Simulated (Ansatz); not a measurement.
# GePH3+ (quartet): from Hartree-Fock to the top rungs, cc-pVDZ

An exercise on one series of results from a longer session: the logs are not shown, and one member is left open.

The runs use Ansatz 0.2.0, Gaussian basis; cc-pVDZ, core rule «outside noble gas», up to 19 orbitals frozen.

To be run: UHF; CCSD(T) on ROHF; CCSD(T) on UHF; BCCD(T) on ROHF; CISD as a restricted active space (open shells left free, so some higher excitations enter); CCSDT(Q) on ROHF; CCSDT(Q) on UHF; CASSCF and MRCISD+Q, 11 electrons in 11 orbitals; CASSCF and NEVPT2, 11 electrons in 11 orbitals.

22 further runs of the same task are left out: 5 that didn't finish, 17 set aside as unsound or not needed. Runs told in other sessions of the task aren't counted.

## The system

The geometry is a PBE0/def2-TZVP stationary point (not a proven minimum) of the parent state, kept for this charge and spin. No spin-orbit coupling is included. The filled d shell of Ge may be among the frozen orbitals whatever the setting's name suggests.

5 atoms, charge 1, spin multiplicity 4.

Atoms are counted from 1 here; the program's logs count them from 0.

Bond lengths: Ge1–P2 2.316 Å, Ge1–H3 1.551 Å, Ge1–H4 1.551 Å, P2–H5 1.424 Å. Angles: P2–Ge1–H3 109.5°, P2–Ge1–H4 109.5°, H3–Ge1–H4 107.1°, Ge1–P2–H5 95.1°.

The first run:

Contents of in.yaml:

```yaml
crystal:
  periodic: [false, false, false]
  atoms:
    - {symbol: Ge, position_ang: [-0.052048, 0.000000, 0.683893]}
    - {symbol: P, position_ang: [0.120362, 0.000000, -1.625284]}
    - {symbol: H, position_ang: [0.668361, -1.247634, 1.257545]}
    - {symbol: H, position_ang: [0.668346, 1.247644, 1.257544]}
    - {symbol: H, position_ang: [-1.284444, -0.000008, -1.857119]}
basis:
  gaussian: {orbitals: cc-pVDZ}
total_charge: 1
magnetization: {spin_polarized: true, initial_magnetization: 3}
hamiltonian: {xc: hf}
output: {orbitals: {seedname: orbitals}}
```

On the command line:

```sh
$ ansatz run in.yaml --threads 1 --pin off --events-out ev --progress --plain --max-ram 2393MiB
```

Among the steps run: UHF; CCSD(T) on ROHF; CCSD(T) on UHF; BCCD(T) on ROHF; CISD as a restricted active space (open shells left free, so some higher excitations enter); CCSDT(Q) on ROHF; CCSDT(Q) on UHF; CASSCF and MRCISD+Q, 11 electrons in 11 orbitals; CASSCF and NEVPT2, 11 electrons in 11 orbitals.

One table of the session follows, with a row left open; its other results are not shown here.

It belongs to the step «Misses and costs». 

```
          method  from UCCSDT(Q) (meV)
            ROHF               +5598.5
             UHF               +5456.8
            RMP2               +1298.2
            UMP2               +1286.5
            CISD                +585.8
           RCCSD                +193.5
           UCCSD                +184.3
        RCCSD(T)                 +48.4
        UCCSD(T)                 +42.5
         BCCD(T)                 +47.8
          RCCSDT                     ?
          UCCSDT                  +6.0
       RCCSDT(Q)                  +6.3
       UCCSDT(Q)                     0
  CASSCF valence               +3763.3
  NEVPT2 valence               +1013.7
  MRCISD valence                +289.6
MRCISD+Q valence                 +39.4
```

Q: Estimate the row for RCCSDT from the others.

The run gave: from UCCSDT(Q) (meV): +12.2. In the column «from UCCSDT(Q) (meV)» it lies between RCCSDT(Q) (+6.3) and MRCISD+Q valence (+39.4).

To keep in mind: Restricted and unrestricted rows rest on different reference determinants; a gap between their highest levels can come from leftover correlation error, from unlike frozen cores or from another state.
